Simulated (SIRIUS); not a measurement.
# HfIn4SiO6: single point with LDA+U

Crystal: HfIn4SiO6.

```
CELL_PARAMETERS angstrom
5.69867 0.00381 0.01559
-0.70506 6.10815 -0.00575
-2.73718 -1.39557 6.63076
ATOMIC_POSITIONS crystal
Hf 0.11793 0.01556 0.13292
In 0.38842 0.99901 0.72891
In 0.75865 0.00842 0.49586
In 0.23461 0.48841 0.53300
In 0.59649 0.48211 0.20528
Si 0.86778 0.44029 0.85544
O 0.55316 0.38738 0.79290
O 0.93454 0.38483 0.65596
O 0.98414 0.26218 0.00347
O 0.99083 0.69806 0.98452
O 0.08665 0.06493 0.39374
O 0.48680 0.10883 0.21799
```

The cell was built by a generator and needn't be a form met in nature.

```yaml
Program: SIRIUS 7.12.0
Task: single point
Functional: LDA
Potentials_or_basis: PseudoDojo 0.4.1 PBE standard (scalar relativistic)
Cutoff: 1152 eV
Density_cutoff: 4606 eV
k_mesh: 2 × 2 × 2
Occupations: fermi-dirac, width 0.05 eV
Spin: no spin polarisation
Hubbard_terms: Hf d U = 8 eV
Libxc_names: "[\"XC_LDA_X\", \"XC_LDA_C_PW\"]"
Energy_tol: 1e-08 Ha
Density_tol: 1e-06
Mixer: anderson
Mixing_beta: 0.7
Max_scf: 100
Radial_cutoff_for_the_potentials'_integrals: 6.5 bohr
Form_of_the_Hubbard_term: simplified (Dudarev)
Hubbard_projectors: orthogonalised atomic orbitals
Start_of_the_occupations: the program's own
```

The pressure is -3.5 GPa, the largest force is 0.837 eV/Å and the band gap on the k mesh is 1.19 eV, direct.

Forces in eV/Å, atoms in the order of the input:
```
Hf  -0.141 -0.263 -0.245
In   0.075  0.318 -0.219
In   0.118  0.490 -0.338
In  -0.156 -0.368  0.308
In   0.051 -0.342 -0.053
Si   0.110 -0.018  0.301
O   -0.139 -0.148 -0.183
O    0.119 -0.099 -0.175
O   -0.138  0.394 -0.234
O   -0.047 -0.354 -0.218
O   -0.332  0.043  0.767
O    0.480  0.346  0.288
```

Stress tensor (GPa, compression positive):
```
-3.09 -0.13 -0.27
-0.13 -4.31  0.06
-0.27  0.06 -3.13
```

Levels at points of the mesh, in eV from the valence-band top:
```
           k point  band 49  band 50  band 51  band 52  band 53  band 54  band 55  band 56
(0.00, 0.00, 0.00)    -2.52    -1.84    -0.55     0.00     1.19     2.13     2.19     3.15
(0.50, 0.00, 0.00)    -2.52    -2.39    -1.24    -0.67     1.46     2.38     2.66     2.86
(0.00, 0.50, 0.00)    -2.33    -2.19    -1.02    -0.05     1.40     1.76     2.21     2.44
(0.50, 0.50, 0.00)    -2.20    -1.95    -1.15    -0.83     1.59     1.93     2.07     2.31
(0.00, 0.00, 0.50)    -2.54    -2.34    -0.64    -0.20     1.37     1.85     2.34     2.69
(0.50, 0.00, 0.50)    -2.60    -2.29    -1.17    -0.98     1.85     2.11     2.44     2.69
(0.00, 0.50, 0.50)    -2.32    -1.73    -1.22    -0.75     1.23     1.69     2.09     2.34
(0.50, 0.50, 0.50)    -2.26    -1.85    -1.25    -0.91     1.69     1.99     2.07     2.32
```

It took 3.5 min on 4 threads of Intel(R) Xeon(R) Platinum 8259CL CPU @ 2.50GHz (Skylake/Cascade Lake), on a shared host, peak memory 2.4 GiB.

Caveat: the k mesh is coarse (spacing up to 0.60 Å⁻¹), so the values aren't converged; the potentials were made for another functional, which shifts forces and pressure; spin-orbit coupling is left out, which moves the levels of the heavy elements. A k mesh can miss the band edges.
